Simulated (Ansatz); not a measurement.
# SrCuO3: structure and electronic properties

One table from this session's results is given with a row withheld; the runs are named, their logs left out.

Computed with Ansatz 0.2.0 (DFT r2SCAN, scalar-relativistic, plane waves, PAW, unless a step's input says otherwise).

### The structure to begin with

It takes space group Pm-3m (No. 221, cubic). Conventional cell: a = 3.838 Å, b = 3.838 Å, c = 3.838 Å, α = 90.00°, β = 90.00°, γ = 90.00°. Around Sr (site symmetry m-3m) lie 12 O at 2.71 Å. Around Cu (site symmetry m-3m) lie 6 O at 1.92 Å. O (site symmetry 4/mmm) is surrounded by 2 Cu at 1.92 Å and 4 Sr at 2.71 Å.

As a file:

```xyz
5
Lattice="3.8384 0.0000 0.0000 0.0000 3.8384 0.0000 0.0000 0.0000 3.8384" Properties=species:S:1:pos:R:3 pbc="T T T"
Sr    1.9192    1.9192    1.9192
Cu    0.0000    0.0000    0.0000
O     1.9192    0.0000    0.0000
O     0.0000    1.9192    0.0000
O     0.0000    0.0000    1.9192
```

Source of the structure: the Materials Project (structure only).

Set-up of the first run:

(A quick probe on a coarse mesh, which set the mesh and smearing, is not shown.)

File input.yaml:

```yaml
crystal:
  lattice:
    - [3.8384010033, 0.0, 0.0]
    - [0.0, 3.8384010033, 0.0]
    - [0.0, 0.0, 3.8384010033]
  atoms:
    - { symbol: Sr, position: [0.5, 0.5, 0.5] }
    - { symbol: Cu, position: [0.0, 0.0, 0.0] }
    - { symbol: O, position: [0.5, 0.0, 0.0] }
    - { symbol: O, position: [0.0, 0.5, 0.0] }
    - { symbol: O, position: [0.0, 0.0, 0.5] }
basis:
  ecutwfc: 500
kpoints:
  mp_grid: { grid: [10, 10, 10] }
hamiltonian:
  xc: r2scan
scf:
  occupations: { method: gaussian, width: 0.1 }
output:
  forces: true
  stress: true
  eigenvalues: true
relax:
  adjacent_minimum: "off"
  f_tol: 0.005
  max_steps: 80
  cell: { stress_tol: 0.05 }
```

Steps of the session up to this table: Full relaxation; Bands, states and charges; Point at V/V0 = 0.97; Point at V/V0 = 1.03; The cell scaled to 0.94 of its volume; Point at V/V0 = 1.06.

One of the session's tables, all rows but one given; the rest of the session is left out.

It belongs to the step «Equation of state». 

| volume (Å³/atom) | energy above the lowest point (meV/atom) | pressure (GPa) |
| --- | --- | --- |
| 10.567 | 21.7 | 10.85 |
| 10.905 | ? | ? |
| 11.242 | 0.0 | 0.01 |
| 11.579 | 4.5 | -4.20 |
| 11.916 | 17.1 | -7.75 |

**Question.** Estimate the row for volume (Å³/atom) = 10.905.

Worked estimate for «energy above the lowest point (meV/atom)». A straight line through the neighbours (10.567, 21.7) and (11.242, 0.0) gives 21.7 + (0.0 − 21.7) × (10.905 − 10.567) / (11.242 − 10.567) = 10.8; a parabola fitted to 3 rows on both sides gives 5.7.

The run gave: energy above the lowest point (meV/atom): 5.1; pressure (GPa): 4.98. In «energy above the lowest point (meV/atom)» the line misses by +5.7 and the parabola by +0.6.

To keep in mind: Warnings in the runs' records: stability check not made, seeded moment not kept.
